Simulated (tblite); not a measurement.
# C4H14AlNSi2: the cost of one run

Programs: tblite 0.8.0 and PySCF 2.14.0, with density-fitted response routines of our own. Each step states its level of theory. These are calculated values for one molecule in the gas phase, unless marked as measured. Atoms count from 0, in the outputs and in this text.

## 1. The starting structure

22 atoms, charge 0, multiplicity 1; geometry from: force field or distance geometry start.

Bonds of the start (Å): Si0–N1 1.80, N1–Si2 1.77, N1–Al3 1.92, Al3–C4 1.97, C4–C5 1.53, C5–C6 1.54, C6–C7 1.52, C7–Al3 1.96, Si0–H8 1.47, Si0–H9 1.46, Si0–H10 1.47, Si2–H11 1.47, Si2–H12 1.48, Si2–H13 1.47, C4–H14 1.12, C4–H15 1.11, C5–H16 1.11, C5–H17 1.12, C6–H18 1.10, C6–H19 1.11, C7–H20 1.11, C7–H21 1.11.

## 2. Geometry optimisation with GFN2-xTB

The job: settings as JSON, then the geometry in Å.

```
{"job": {"kind": "relax", "xc": "GFN2-xTB", "basis": "xTB"}, "charge": 0, "multiplicity": 1}
Si    -1.808700    -1.214500     1.010100
N     -1.735000     0.580000     0.890000
Si    -2.886200     1.094400    -0.353500
Al     0.021100     1.052900     0.279800
C      1.590100     0.448000     1.312600
C      2.286500    -0.525900     0.356000
C      2.165100    -0.040000    -1.098000
C      0.722100     0.339200    -1.403900
H     -3.148900    -1.612200     1.479700
H     -0.821300    -1.699600     1.977300
H     -1.568600    -1.826300    -0.304400
H     -2.583200     0.455300    -1.642800
H     -4.263500     0.724500     0.059300
H     -2.829000     2.558600    -0.513900
H      2.238000     1.330500     1.531000
H      1.294700    -0.060200     2.258300
H      1.821800    -1.526500     0.452700
H      3.361700    -0.626400     0.636800
H      2.509400    -0.833300    -1.785300
H      2.821000     0.849400    -1.230300
H      0.125700    -0.552400    -1.703400
H      0.676600     1.103800    -2.208900
```

Started as:

```bash
OMP_NUM_THREADS=1 python probes_run.py task.json out
```

This one command runs all jobs of the session in turn.

Q: Estimate the wall time and peak memory of this first job on 1 thread of Arm Neoverse N1, shared host.

About 2.9 s, with a peak of 0.18 GiB.
